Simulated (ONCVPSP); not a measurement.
# Vanadium: generating and testing an ONCV potential

Aim: build the potential from the settings below, then test how well it stands in for the atom: other configurations, scattering, ghost states and the plane-wave cutoff that it needs.

Method: ONCVPSP 4.0.1, BLYP, scalar-relativistic.

### 1 Starting point

Typed settings, in words:

* element: vanadium (V, Z = 23)
* type: optimised norm-conserving Vanderbilt (ONCV)
* frozen core: [Ar]
* valence charge: 5
* reference configuration: 3d3 4s2
* partial waves: 4s: rc 2.70 bohr, ncon 4, nbas 8, qcut 2.5 1/bohr, 2 projectors, debl 2.4 Ha; p scattering state at 0.46 Ha: rc 2.55 bohr, ncon 4, nbas 8, qcut 2.9 1/bohr, 2 projectors, debl 3.1 Ha; 3d: rc 1.90 bohr, ncon 3, nbas 8, qcut 8.7 1/bohr, 1 projector; f scattering state at 0.15 Ha: rc 2.45 bohr, ncon 4, nbas 8, qcut 3.9 1/bohr, 2 projectors, debl 1.6 Ha
* local potential: polynomial inside 1.70 bohr (lpopt 4, dvloc0 0 Ha)
* core correction: Teter function, fcfact 4.5, rcfact 1.6

An earlier all-electron run gives the scale for the radii.

All-electron outer shells of the reference configuration (BLYP, scalar-relativistic, ld1.x):

```
shell  level (eV)  outermost node (bohr)  outermost maximum (bohr)
   3p      -43.82                   0.35                      0.84
   3d       -5.05                      –                      0.88
   4s       -4.59                   1.17                      2.72
   4p       -1.34                   1.30                      3.68
```

### 2 Generating the potential

Input file V.dat:

```
# ATOM AND REFERENCE CONFIGURATION
# atsym  z   nc   nv     iexc    psfile
  V 23.00    5    2  -106131      upf
#
#   n    l    f
    1    0    2.00
    2    0    2.00
    2    1    6.00
    3    0    2.00
    3    1    6.00
    3    2    3.00
    4    0    2.00
#
# PSEUDOPOTENTIAL AND OPTIMIZATION
# lmax
    3
#
#   l,   rc,      ep,       ncon, nbas, qcut
    0    2.70    0.00    4    8    2.50
    1    2.55    0.46    4    8    2.90
    2    1.90    0.00    3    8    8.70
    3    2.45    0.15    4    8    3.90
#
# LOCAL POTENTIAL
# lloc, lpopt,  rc(5),   dvloc0
    4    4    1.70    0.00
#
# VANDERBILT-KLEINMAN-BYLANDER PROJECTORs
# l, nproj, debl
    0    2    2.40
    1    2    3.10
    2    1    0.50
    3    2    1.60
#
# MODEL CORE CHARGE
# icmod, fcfact, rcfact
    3    4.50    1.60
#
# LOG DERIVATIVE ANALYSIS
# epsh1, epsh2, depsh
   -2.00    5.00    0.02
#
# OUTPUT GRID
# rlmax, drl
    6.00    0.01
#
# TEST CONFIGURATIONS
# ncnf
    4
# nvcnf
#   n    l    f
    2
    3    2    3.00
    4    0    1.00
#
    2
    3    2    3.00
    4    0    0.00
#
    2
    3    2    2.00
    4    0    0.00
#
    2
    3    2    1.00
    4    0    0.00
#
```

Run with:

```
$ oncvpsp.x < V.dat > V.out
```

Before running it: what results should come out? Wanted: cutoffs for 1 and 0.1 mHa per electron, occupied waves; bound ghosts; GHOST(+) flags; largest test error; largest phase difference near zero energy, channels read; rms error of d²Exc/dn², without and with the model core; projector energies reset by the program.

The runs gave:

```
                                                quantity                                    value
  cutoffs for 1 and 0.1 mHa per electron, occupied waves                          27 Ha and 31 Ha
                                            bound ghosts                               none found
                                          GHOST(+) flags                  s at 66 eV, p at 119 eV
                            largest test error (AE − PS)  -514 meV, for 3d2 4s0 (1 test unsolved)
largest phase difference near zero energy, channels read                                0.019 rad
 rms error of d²Exc/dn², without and with the model core                       17.98 and 9.57 mHa
                 projector energies reset by the program                       p: 0.050, 3.150 Ha
```

**Reading.** By total energies transferability is poor: the largest error is 514 meV on 51.0 eV, for 3d2 4s0. That test lies far up in energy; among those under 40 eV, nearer to bonding, the largest error is 226 meV. Of the tests 1 gave no usable energy difference, which is a warning in itself. By its cutoff, 27 Ha for the looser tolerance, it is of middling hardness. At the looser tolerance the 3d wave is the slowest; 4s needs 3 Ha. No bound ghost shows below the valence levels. Near zero energy the phases of the channels with partial waves agree within 0.019 rad. The program also flags highly localised states, GHOST(+) (s, p).
